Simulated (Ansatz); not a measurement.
**C3H7ClMgO: a ladder of functionals and wavefunction methods**

One table from this session's results is given with a row withheld; the runs are named, their logs left out.

The runs use Ansatz 0.2.0, Gaussian basis; functionals in def2-TZVPP, the program's frozen cores in correlated methods.

The runs, in order: LDA (SPW92), PBE-D4, revPBE-D4, BLYP-D4, r2SCAN-D4, B97M-V, PBE0-D4, B3LYP-D4, r2SCANh-D4, r2SCAN0-D4, HSE06-D4, BHLYP-D4, CAM-B3LYP-D4, LC-ωPBE, ωB97X-V, ωB97M-V, B2PLYP, PBE-QIDH; CCSD(T)/def2-SVP; CCSD(T)/def2-TZVPP; MP2/def2-QZVPP; extrapolation to the limit; RPA on PBE.

## The relaxed structure

An earlier PBE0-D4 in a triple-zeta def2 set relaxation fixed the geometry.

SMILES `CC(C)[O][Mg][Cl]`, 13 atoms, charge 0, spin multiplicity 1.

Atoms are counted from 1 here; the program's logs count them from 0.

Bond lengths: C1–C2 1.520 Å, C1–H7 1.093 Å, C1–H8 1.094 Å, C1–H9 1.092 Å, C2–C3 1.520 Å, C2–O4 1.385 Å, C2–H10 1.103 Å, C3–H11 1.094 Å, C3–H12 1.093 Å, C3–H13 1.092 Å, O4–Mg5 1.752 Å, Mg5–Cl6 2.177 Å. Angles: C2–C1–H7 111.4°, C2–C1–H8 110.1°, C2–C1–H9 110.4°, H7–C1–H8 108.3°, H7–C1–H9 108.3°, H8–C1–H9 108.4°, C1–C2–C3 111.4°, C1–C2–O4 110.5°, C1–C2–H10 107.8°, C3–C2–O4 110.5°, C3–C2–H10 107.8°, O4–C2–H10 108.7°, C2–C3–H11 110.1°, C2–C3–H12 111.4°, C2–C3–H13 110.4°, H11–C3–H12 108.3°, H11–C3–H13 108.3°, H12–C3–H13 108.3° and more.

Coordinates:

```
C    -0.6736   -0.5009    1.2935
C     0.4125    0.0604    0.3905
C     1.0644   -1.0347   -0.4375
O    -0.1018    1.0500   -0.4312
Mg   -0.8766    2.1652   -1.5376
Cl   -1.8172    3.5782   -2.9000
H    -0.2721   -1.2497    1.9814
H    -1.4562   -0.9729    0.6914
H    -1.1284    0.2980    1.8836
H     1.1899    0.5042    1.0342
H     0.3181   -1.5180   -1.0757
H     1.5175   -1.7993    0.1992
H     1.8439   -0.6150   -1.0773
```

The first run:

Contents of in.yaml:

```yaml
crystal:
  periodic: [false, false, false]
  atoms:
    - {symbol: C, position_ang: [-0.673590, -0.500871, 1.293550]}
    - {symbol: C, position_ang: [0.412487, 0.060431, 0.390524]}
    - {symbol: C, position_ang: [1.064411, -1.034741, -0.437503]}
    - {symbol: O, position_ang: [-0.101767, 1.049991, -0.431165]}
    - {symbol: Mg, position_ang: [-0.876619, 2.165212, -1.537551]}
    - {symbol: Cl, position_ang: [-1.817177, 3.578246, -2.899987]}
    - {symbol: H, position_ang: [-0.272095, -1.249721, 1.981421]}
    - {symbol: H, position_ang: [-1.456201, -0.972879, 0.691402]}
    - {symbol: H, position_ang: [-1.128437, 0.298009, 1.883570]}
    - {symbol: H, position_ang: [1.189889, 0.504226, 1.034229]}
    - {symbol: H, position_ang: [0.318122, -1.517992, -1.075736]}
    - {symbol: H, position_ang: [1.517454, -1.799260, 0.199213]}
    - {symbol: H, position_ang: [1.843922, -0.614953, -1.077266]}
basis:
  gaussian: {orbitals: def2-TZVPP}
hamiltonian: {xc: lda}
output: {orbitals: {seedname: orbitals}}
```

Launch:

```
$ ansatz run in.yaml --threads 4 --pin off --events-out ev --progress --plain --max-ram 11315MiB
```

Among the steps run: LDA; PBE-D4 (GGA); revPBE-D4 (GGA); BLYP-D4 (GGA); r2SCAN-D4 (meta-GGA); B97M-V (meta-GGA); PBE0-D4 (hybrid); B3LYP-D4 (hybrid); r2SCANh-D4 (hybrid); r2SCAN0-D4 (hybrid); HSE06-D4 (hybrid); BHLYP-D4 (hybrid); CAM-B3LYP-D4 (range-separated); LC-ωPBE (range-separated); ωB97X-V (range-separated); ωB97M-V (range-separated); B2PLYP (double hybrid); PBE-QIDH (double hybrid).

One table of the session follows, with a row left open; its other results are not shown here.

It belongs to the step «Frontier levels by functional». 

| functional | HOMO (eV) | LUMO (eV) | gap (eV) |
| --- | --- | --- | --- |
| LDA (SPW92) | -6.14 | -2.35 | 3.78 |
| PBE-D4 | -5.95 | -2.11 | 3.84 |
| revPBE-D4 | -5.87 | -1.96 | 3.92 |
| BLYP-D4 | -5.88 | -2.09 | 3.79 |
| r2SCAN-D4 | -6.23 | -1.63 | 4.60 |
| B97M-V | -6.34 | -2.08 | 4.27 |
| PBE0-D4 | -7.40 | -1.37 | 6.03 |
| B3LYP-D4 | -7.20 | -1.67 | 5.53 |
| r2SCANh-D4 | -6.78 | -1.41 | 5.36 |
| r2SCAN0-D4 | -7.60 | -1.10 | 6.51 |
| HSE06-D4 | ? | ? | ? |
| BHLYP-D4 | -8.83 | -0.80 | 8.03 |
| CAM-B3LYP-D4 | -8.88 | -0.64 | 8.25 |
| LC-ωPBE | -10.19 | 0.54 | 10.73 |
| ωB97X-V | -9.88 | 0.32 | 10.21 |
| ωB97M-V | -9.82 | -0.05 | 9.77 |

Estimate the missing values for HSE06-D4.

**Answer.** HOMO (eV): -6.99; LUMO (eV): -1.73; gap (eV): 5.26. In the column «HOMO (eV)» it lies between B3LYP-D4 (-7.20) and r2SCANh-D4 (-6.78).
